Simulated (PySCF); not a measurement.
**UMP2/6-31G(d,p) (spherical functions) run of SiClOF2 (SMILES [O][Si](F)(F)Cl)**

What is the vertical ionisation energy of SiClOF2 at UMP2/6-31G** (spherical functions)? The job is set up through a Python script.

The calculation is run with PySCF 2.14.0.

**1. The system as given**

SiClOF2: 5 atoms, total charge 0, spin state doublet. As SMILES, `[O][Si](F)(F)Cl`. The shape is that of a PBE0-D4/def2-TZVP optimisation.

Bond lengths: O1–Si2 1.641 Å, Si2–F3 1.569 Å, Si2–F4 1.569 Å, Si2–Cl5 2.005 Å. Angles: O1–Si2–F3 112.3°, O1–Si2–F4 112.3°, O1–Si2–Cl5 102.8°, F3–Si2–F4 106.3°, F3–Si2–Cl5 111.7°, F4–Si2–Cl5 111.7°.

**2. The energy at UMP2/6-31G(d,p) (spherical functions)**

File run.py:

```python
from pyscf import gto, scf, mp

mol = gto.M(
    atom='''
O     -0.327112     0.092030     3.065892
Si     0.134171    -0.174233     0.010582
F     -0.707891    -2.821928    -1.025554
F      2.988980     0.140596    -0.725466
Cl    -1.993850     2.624263    -1.403689
''',
    verbose=3,
    max_memory=1860,
    spin=1,
    basis='6-31g**',
    charge=0,
    unit='bohr',
)

hf = scf.UHF(mol)
hf.conv_tol = 1e-10
hf.kernel()
if not hf.converged:
    hf = hf.newton().run(hf.mo_coeff, hf.mo_occ)

pt = mp.MP2(hf, frozen=13).run()
energy = pt.e_tot
print('E = %.10f Eh' % energy)
```

Started as:

```
$ OMP_NUM_THREADS=1 python run.py
```

Standard output:

```text
converged SCF energy = -1022.3120383938  <S^2> = 0.75536935  2S+1 = 2.0053622
E(UMP2) = -1022.98887467193  E_corr = -0.676836278126133
E(SCS-UMP2) = -1022.96186220554  E_corr = -0.649823811739528
E = -1022.9888746719 Eh
```

Run time: 2.9 s. Hardware: 1 thread of Arm Neoverse V1, shared host; peak memory 0.18 GiB.

**3. The singlet cation, same level**

File calc.py:

```python
from pyscf import gto, scf, mp

system = gto.Mole()
system.atom = '''
O       -0.173100       0.048700       1.622400
Si       0.071000      -0.092200       0.005600
F       -0.374600      -1.493300      -0.542700
F        1.581700       0.074400      -0.383900
Cl      -1.055100       1.388700      -0.742800
'''
system.charge = 1
system.verbose = 3
system.spin = 0
system.max_memory = 1860
system.basis = '6-31g**'
system.build()

calc0 = scf.RHF(system)
calc0.conv_tol = 1e-10
calc0.kernel()
if not calc0.converged:
    calc0 = calc0.newton().run(calc0.mo_coeff, calc0.mo_occ)

pt = mp.MP2(calc0, frozen=13).run()
e_tot = pt.e_tot
print('E(%s) = %.9f' % ('MP2', e_tot))
```

Started as:

```
$ OMP_NUM_THREADS=1 python calc.py
```

Standard output:

```text
converged SCF energy = -1021.75585421043
E(RMP2) = -1022.45649919932  E_corr = -0.700644988888798
E(SCS-RMP2) = -1022.43375362438  E_corr = -0.677899413948513
E(MP2) = -1022.456499199
```

Run time: 2.1 s. Hardware: 1 thread of Arm Neoverse V1, shared host; peak memory 0.17 GiB.

**4. Summary of results**

At UMP2/6-31G** (spherical functions), 13 core orbitals frozen:

| quantity | value |
| --- | --- |
| doublet SiClOF2: total energy | -1022.98887 Eh |
| doublet SiClOF2: dipole moment (Hartree–Fock density) | 0.18 D |
| doublet SiClOF2: HOMO energy (Hartree–Fock orbitals) (highest over α and β) | -13.86 eV |
| doublet SiClOF2: LUMO energy (Hartree–Fock orbitals) (lowest over α and β) | 0.57 eV |
| doublet SiClOF2: correlation energy (13 core orbitals frozen) | -676.8 mEh |
| doublet SiClOF2: ⟨S²⟩ of the reference determinant | 0.755 |
| singlet cation: total energy | -1022.45650 Eh |
| singlet cation: HOMO energy (Hartree–Fock orbitals) | -20.53 eV |
| singlet cation: LUMO energy (Hartree–Fock orbitals) | -12.31 eV |
| singlet cation: HOMO–LUMO gap (Hartree–Fock orbitals) | 8.21 eV |
| singlet cation: correlation energy (13 core orbitals frozen) | -700.6 mEh |
| vertical ionisation energy (to the singlet cation) | 14.487 eV |

The vertical ionisation energy comes to 14.49 eV (1398 kJ/mol). Only the singlet of the ionised species was computed; a triplet could lie lower. Mulliken charges (doublet SiClOF2) of the mean-field density run from -0.49 on F3 to +1.66 on Si2. Mulliken charges (singlet cation) of the mean-field density run from -0.43 on F3 to +1.64 on Si2; they depend strongly on the basis.
